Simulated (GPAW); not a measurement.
The system is HfB.

```
Hf B
1.0
     0.00000    2.31000    2.31000
     2.31000    0.00000    2.31000
     2.31000    2.31000    0.00000
Hf B
1 1
Cartesian
  2.3100 2.3100 2.3100
  0.0000 0.0000 0.0000
```

```yaml
Program: GPAW 26.7.0
Task: relaxation of cell and atoms
Functional: BLYP
Potentials_or_basis: PAW data sets generated in the run's folder for this functional
Cutoff: 800 eV
Basis: pw
k_mesh: 10 × 10 × 10
Occupations: fermi-dirac, width 0.05 eV
Spin: no spin polarisation
```

At the start: pressure 37.8 GPa; volume 12.33 Å³/atom.

Task: Where does the relaxation end?

Result: Over 5 steps the energy falls by 237.5 meV/atom and the volume is 14.62 Å³/atom (+18.6 %); space group Fm-3m (No. 225, to 0.05 Å).

Step by step:
| step | energy change (eV) | largest force (eV/Å) | pressure (GPa) | volume (Å³) |
| --- | --- | --- | --- | --- |
| 1 | 0.0000 | 0.0000 | 37.83 | 24.65 |
| 2 | -0.2896 | 0.0000 | 21.29 | 26.24 |
| 3 | -0.4711 | 0.0000 | 2.49 | 28.80 |
| 4 | -0.4748 | 0.0000 | 0.23 | 29.20 |
| 5 | -0.4749 | 0.0000 | 0.00 | 29.24 |

Final structure:
```
Hf B
1.0
     0.00000    2.44515    2.44515
     2.44515    0.00000    2.44515
     2.44515    2.44515    0.00000
Hf B
1 1
Direct
  0.50000 0.50000 0.50000
  0.00000 0.00000 0.00000
```

Caveat: later steps reuse the first step's grids; the volume moved by over 15 % at a fixed basis, so the end points are rough.
